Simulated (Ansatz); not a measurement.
# HfF5: the cost of one run

Computed with Ansatz 0.2.0 (DFT PBE, scalar-relativistic, plane waves, PAW, unless a step's input says otherwise).

### 1 The starting structure

Symmetry: P6/mmm, No. 191, hexagonal system. The conventional cell has a = 4.161 Å, b = 4.161 Å, c = 5.259 Å, α = 90.00°, β = 90.00°, γ = 120.00°. Around Hf (site symmetry 6/mmm) lie 6 F at 2.08 Å. F (site symmetry -6m2) has 3 F at 2.40 Å as nearest neighbours. F (site symmetry mmm) has 2 Hf at 2.08 Å and 4 F at 2.08 Å as nearest neighbours.

As a file:

```xyz
6
Lattice="4.1608 0.0000 0.0000 -2.0804 3.6034 0.0000 0.0000 0.0000 5.2591" Properties=species:S:1:pos:R:3 pbc="T T T"
Hf    0.0000    0.0000    0.0000
F     0.0000    2.4023    2.6295
F     2.0804    1.2011    2.6295
F     2.0804    0.0000    0.0000
F    -1.0402    1.8017    0.0000
F     1.0402    1.8017    0.0000
```

Recipe of the guess: random cell by space group and Wyckoff sites (P6/mmm, No. 191). Lengths come from tabulated atomic sizes and are only a guess.

### 2 Probe: one point on a coarse mesh

Input file input.yaml:

```yaml
crystal:
  lattice:
    - [4.16081964, 0.0, 0.0]
    - [-2.08040982, 3.60337551, 0.0]
    - [0.0, 0.0, 5.25908719]
  atoms:
    - { symbol: Hf, position: [0.0, 0.0, 0.0] }
    - { symbol: F, position: [0.33333333, 0.66666667, 0.5] }
    - { symbol: F, position: [0.66666667, 0.33333333, 0.5] }
    - { symbol: F, position: [0.5, 0.0, 0.0] }
    - { symbol: F, position: [0.0, 0.5, 0.0] }
    - { symbol: F, position: [0.5, 0.5, 0.0] }
basis:
  ecutwfc: 420
kpoints:
  mp_grid: { grid: [6, 6, 4] }
hamiltonian:
  xc: pbe
scf:
  occupations: { method: gaussian, width: 0.1 }
  lower_state_search: "off"
output:
  forces: true
  stress: true
  eigenvalues: true
```

Run with:

```
> ansatz run input.yaml --threads 1 --pin off --max-ram 2560MiB --backend cpu --events-out ev --progress --plain --runs-dir out
```

What time and memory should one allow on 1 thread of Intel Xeon Platinum 8259CL at 2.50GHz (Skylake/Cascade Lake), shared host?

About 4.5 s, with a peak of 0.42 GiB.
